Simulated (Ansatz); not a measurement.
# LiCl: how the settings move a calculation

Question: which choices in the input matter for LiCl?

Program: Ansatz 0.2.0. Level of theory: reference: DFT, PBE, plane-wave PAW, default files, scalar-relativistic. These are calculated values, not measurements.

### Step 1. The system as given

It takes space group Fm-3m (No. 225, cubic). The conventional cell has a = 5.130 Å, b = 5.130 Å, c = 5.130 Å, α = 90.00°, β = 90.00°, γ = 90.00°. Around Li (site symmetry m-3m) lie 6 Cl at 2.56 Å. Around Cl (site symmetry m-3m) lie 6 Li at 2.56 Å.

As a file:

```
Li Cl
1.0
     0.00000    2.56477    2.56477
     2.56477    0.00000    2.56477
     2.56477    2.56477    0.00000
Li Cl
1 1
Cartesian
  0.0000 0.0000 0.0000
  2.5648 2.5648 2.5648
```

### Step 2. Reference

File input.yaml:

```yaml
crystal:
  lattice:
    - [0.0, 2.56477, 2.56477]
    - [2.56477, 0.0, 2.56477]
    - [2.56477, 2.56477, 0.0]
  atoms:
    - { symbol: Li, position: [0.0, 0.0, 0.0] }
    - { symbol: Cl, position: [0.5, 0.5, 0.5] }
kpoints:
  mp_grid: { grid: [9, 9, 9] }
scf:
  occupations: { method: fermi_dirac, width: 0.02 }
hamiltonian:
  xc: pbe
  pseudopotentials: { kind: paw }
output:
  forces: true
  stress: true
  populations: true
  efg:
    quadrupole_moments_barn: { Li: -0.0401, Cl: -0.08112 }
    contact_densities: true
relax:
  f_tol: 0.02
  max_steps: 60
```

The run is started by

```
$ ansatz run input.yaml --threads 1 --pin off --max-ram 2560MiB --backend cpu --events-out ev --progress --plain --runs-dir out
```

### Step 3. Variant: mixing.algorithm msr1, mixing.beta 0.3, mixing.ndim 16, dispersion d3bjatm, ecutrho_ratio 12

input.yaml, as its differences from that of step 2:

```diff
@@ -12,2 +12,3 @@
   occupations: { method: fermi_dirac, width: 0.02 }
+  mixing: { algorithm: msr1, beta: 0.3, ndim: 16 }
 hamiltonian:
@@ -15,2 +16,3 @@
   pseudopotentials: { kind: paw }
+  dispersion: d3bjatm
 output:
@@ -22,4 +24,3 @@
     contact_densities: true
-relax:
-  f_tol: 0.02
-  max_steps: 60
+basis:
+  ecutrho_ratio: 12
```

### Step 4. Again, with lower_state_search off

input.yaml, as its differences from that of step 2:

```diff
@@ -12,2 +12,3 @@
   occupations: { method: fermi_dirac, width: 0.02 }
+  lower_state_search: "off"
 hamiltonian:
@@ -22,4 +23 @@
     contact_densities: true
-relax:
-  f_tol: 0.02
-  max_steps: 60
```

**Question.** What will these runs give? Wanted: for each run, ending; energy change; pressure; gap; force.

**Answer**, as computed:

| run | ending | energy change | pressure (GPa) | gap (eV) | force (eV/Å) | cycles | time |
| --- | --- | --- | --- | --- | --- | --- | --- |
| reference | converged | 0 | 0.4 | 6.33 | 0.00 | 6 | 2.2 s (other work) |
| 1: mixing.algorithm msr1, mixing.beta 0.3, mixing.ndim 16, dispersion d3bjatm, ecutrho_ratio 12 | converged | -211.8 meV/atom (with the dispersion term) | -1.6 | 6.33 | 0.00 | 7 | 3.2 s |
| 2: lower_state_search off | converged | 0.0 meV/atom | 0.4 | 6.33 | 0.00 | 6 | 1.7 s |

What this shows: Among the runs that keep the physical model, none moves the energy noticeably. The pressure spans -1.6 to 0.4 GPa over the reference and the variants of the same charge on sound settings.
